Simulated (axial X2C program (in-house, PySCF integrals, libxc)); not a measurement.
# PdI: the levels of the configuration d8 s1 p(π)0

Aim: the spin–orbit levels of PdI that arise from the configuration d8 s1 p(π)0 of Pd, and how they move with the bond.

Computed with an in-house X2C program for linear molecules on PySCF integrals. Level: two-component X2C, average-of-configuration Hartree–Fock and CI in the open shells.

All values are calculated.

### Step 1. Input

Contents of task.json:

```json
{"zs": [46, 53], "q": 0, "bas": ["dyall-v3z", "dyall-v3z"], "r0": 2.53, "metal": 0, "shells": [[2, [0, 1, 2], 8], [0, [0], 1], [1, [1], 0]], "fix": 0, "emax": 3.2, "nroots": 4}
```

Keys: zs atomic numbers; q charge; bas basis sets; r0 starting distance in Å; metal index of the metal atom; shells open shells as [l, |m| values, electrons]; fix electron count of the first shell held; emax energy window in eV; nroots roots for each Ω.

On the command line:

```bash
$ python soci.py task.json out
```

Two-component X2C with atomic mean-field Coulomb and Gaunt terms, basis Pd dyall-v3z, I dyall-v3z (cores contracted in-house). Orbitals come from Hartree–Fock averaged over the configuration Pd d8 s1 p(π)0; CI then distributes these electrons over the d, s, p(π) shells of Pd.

### Step 2. CI at R = 2.704 Å

Output:

```text
average of configuration d8 s1 p(π)0
basis functions 221  fitting functions 1197
iter      average energy  largest gradient
   1     -12150.252113523   2.57e+00
   2     -12150.428869879   2.75e-02
   3     -12150.429616188   1.32e-02
   4     -12150.429670906   1.66e-03
   5     -12150.429687260   1.15e-03
   6     -12150.429688092   8.24e-05
   7     -12150.429688321   1.53e-04
   8     -12150.429688375   1.42e-05
converged
CI levels
2*Omega        energy/Eh    cm-1   g(par)  dipole/D  leading shell counts
    5    -12150.51519681        0   6.002   -5.743  {'9 0 0': 0.936, '8 1 0': 0.041}
    3    -12150.50948570     1253   2.835   -5.715  {'9 0 0': 0.945, '8 1 0': 0.035}
    1    -12150.50802504     1574   0.895   -5.759  {'9 0 0': 0.967}
    3    -12150.49739858     3906   3.162   -5.572  {'9 0 0': 0.944, '8 1 0': 0.037}
    5    -12150.49083033     5348   6.836   -2.969  {'8 1 0': 0.996}
    3    -12150.49034757     5454   3.686   -2.949  {'8 1 0': 0.996}
    7    -12150.49031784     5460   9.885   -3.034  {'8 1 0': 0.996}
    1    -12150.48952976     5633   0.967   -2.972  {'8 1 0': 0.986}
    1    -12150.48706215     6175   1.121   -5.039  {'9 0 0': 0.925, '8 1 0': 0.053}
    1    -12150.48250897     7174   1.654   -2.878  {'8 1 0': 0.984}
    9    -12150.48214646     7254  11.996   -3.157  {'8 1 0': 0.997}
    5    -12150.48176466     7338   6.938   -2.766  {'8 1 0': 0.995}
    3    -12150.48113157     7476   3.717   -2.926  {'8 1 0': 0.992}
    7    -12150.47556274     8699   8.092   -3.128  {'8 1 0': 0.997}
    5    -12150.46817255    10321   4.224   -3.162  {'8 1 0': 0.994}
    7    -12150.45437415    13349   8.018   -3.223  {'8 1 0': 0.993}
```

Dipoles in the output refer to the first atom as origin.

Wall time 3.8 s (1 thread of Arm Neoverse V1, shared host); peak memory 0.43 GiB.

Active spinors (ω > 0; filled shells left out):

| shell | ω | ε (eV) | character |
| --- | --- | --- | --- |
| d | 3/2 | -14.71 | 100% Pd d |
| d | 5/2 | -14.27 | 100% Pd d |
| d | 1/2 | -13.94 | 94% Pd d, 5% I p |
| d | 3/2 | -13.59 | 93% Pd d, 6% I p |
| d | 1/2 | -13.01 | 84% Pd d, 9% I p, 6% Pd s |
| s | 1/2 | -3.75 | 64% Pd s, 29% Pd p, 5% I p |
| p(π) | 1/2 | 1.37 | 92% Pd p, 4% Pd d |
| p(π) | 3/2 | 1.43 | 91% Pd p, 4% Pd d |

The levels:

| Ω | energy (cm⁻¹) | g∥ | μ (D) | configuration |
| --- | --- | --- | --- | --- |
| 5/2 | 0 | 6.00 | -5.74 | 94% d9 |
| 3/2 | 1253 | 2.84 | -5.71 | 94% d9 |
| 1/2 | 1574 | 0.89 | -5.76 | 97% d9 |
| 3/2 | 3906 | 3.16 | -5.57 | 94% d9 |
| 5/2 | 5348 | 6.84 | -2.97 | 100% d8 s1 |
| 3/2 | 5454 | 3.69 | -2.95 | 100% d8 s1 |
| 7/2 | 5460 | 9.88 | -3.03 | 100% d8 s1 |
| 1/2 | 5633 | 0.97 | -2.97 | 99% d8 s1 |
| 1/2 | 6175 | 1.12 | -5.04 | 92% d9 + 5% d8 s1 |
| 1/2 | 7174 | 1.65 | -2.88 | 98% d8 s1 |
| 9/2 | 7254 | 12.00 | -3.16 | 100% d8 s1 |
| 5/2 | 7338 | 6.94 | -2.77 | 100% d8 s1 |
| 3/2 | 7476 | 3.72 | -2.93 | 99% d8 s1 |
| 7/2 | 8699 | 8.09 | -3.13 | 100% d8 s1 |
| 5/2 | 10321 | 4.22 | -3.16 | 99% d8 s1 |
| 7/2 | 13349 | 8.02 | -3.22 | 99% d8 s1 |

g∥ is the magnitude of 2⟨Lz + ge Sz⟩ for the +Ω component. μ is positive if the I end is positive.

### Step 3. The same at R = 3.042 Å

| Ω | energy (cm⁻¹) | g∥ | μ (D) | configuration |
| --- | --- | --- | --- | --- |
| 5/2 | 0 | 6.00 | -7.04 | 96% d9 |
| 3/2 | 516 | 3.36 | -7.13 | 96% d9 |
| 1/2 | 565 | 0.77 | -7.19 | 97% d9 |
| 3/2 | 3161 | 2.64 | -7.05 | 95% d9 |
| 5/2 | 4455 | 6.80 | -5.05 | 100% d8 s1 |
| 3/2 | 4524 | 3.77 | -5.12 | 100% d8 s1 |
| 7/2 | 4584 | 9.81 | -4.99 | 100% d8 s1 |
| 1/2 | 4645 | 1.11 | -5.22 | 99% d8 s1 |
| 1/2 | 5423 | 1.23 | -6.42 | 94% d9 |
| 9/2 | 5931 | 11.99 | -5.36 | 100% d8 s1 |

### Step 4. Curves along the bond

The same input was run at the other distances (logs left out). Energies in cm⁻¹ from the lowest point; levels are followed by energy order within each Ω.

| R (Å) | (1)Ω=5/2 | (1)Ω=3/2 | (1)Ω=1/2 | (2)Ω=3/2 | (2)Ω=5/2 | (3)Ω=3/2 | (1)Ω=7/2 |
| --- | --- | --- | --- | --- | --- | --- | --- |
| 2.515 | 263 | 1889 | 2797 | 5114 | 7121 | 7210 | 7261 |
| 2.609 | 0 | 1454 | 2018 | 4317 | 5976 | 6080 | 6095 |
| 2.704 | 268 | 1522 | 1842 | 4175 | 5616 | 5722 | 5729 |
| 2.812 | 1023 | 2028 | 2188 | 4584 | 5893 | 5992 | 6008 |
| 2.920 | 2072 | 2836 | 2914 | 5406 | 6670 | 6756 | 6791 |
| 3.042 | 3476 | 3992 | 4041 | 6637 | 7931 | 8000 | 8060 |
| 3.191 | 5351 | 5617 | 5674 | 8378 | 9786 | 9834 | 9922 |

Constants where the minimum is well bracketed:

| level of the curve | Te (cm⁻¹) | Re (Å) | ωe (cm⁻¹) |
| --- | --- | --- | --- |
| (1)Ω=5/2 | 0 | 2.603 | 188.4 |
| (1)Ω=3/2 | 1430 | 2.640 | 170.6 |
| (1)Ω=1/2 | 1839 | 2.688 | 174.8 |
| (2)Ω=3/2 | 4160 | 2.680 | 183.2 |
| (2)Ω=5/2 | 5616 | 2.711 | 189.5 |
| (3)Ω=3/2 | 5722 | 2.712 | 188.0 |
| (1)Ω=7/2 | 5729 | 2.711 | 190.7 |

### Step 5. What came out

| quantity | value |
| --- | --- |
| lowest level of the model | Ω = 5/2, g∥ = 6.00, 94% d9 |
| next level | Ω = 3/2, 1253 cm⁻¹ higher |
| lowest curve, Re and ωe | 2.603 Å, 188.4 cm⁻¹ |

What this shows: In the lowest level ⟨Sz⟩ = 0.50 and ⟨Lz⟩ = 2.00; its leading determinant has weight 0.94 among 1119. From 2.704 to 3.042 Å the gap from the lowest to the fifth level goes from 5348 to 4455 cm⁻¹. Without dynamic correlation distances can be off by several hundredths of an Å, and the wavenumbers are rough. There is no dynamic correlation: spin–orbit spacings and, for f shells, spacings inside one term are the most reliable numbers, splittings between terms come out too wide, and energies between configurations are not reliable, so the lowest level need not be the ground state of the molecule. The lowest levels belong to d9, not to the averaged configuration, so orbitals and distance suit them less well. For d shells the ligand-field splittings (σ, π, δ) and their order can be off by a thousand cm⁻¹ or more. At most 4 roots were kept for each Ω > 0 (twice that for Ω = 0) within 3.2 eV of the lowest, so higher up levels can be missing between those listed; levels with Ω > 0 are doubly degenerate and listed once, Ω = 0 levels singly. Some active spinors are only partly of the character that their shell is named for, so the shell names and counts are nominal. States that fill the shells left empty in the average are placed too high.
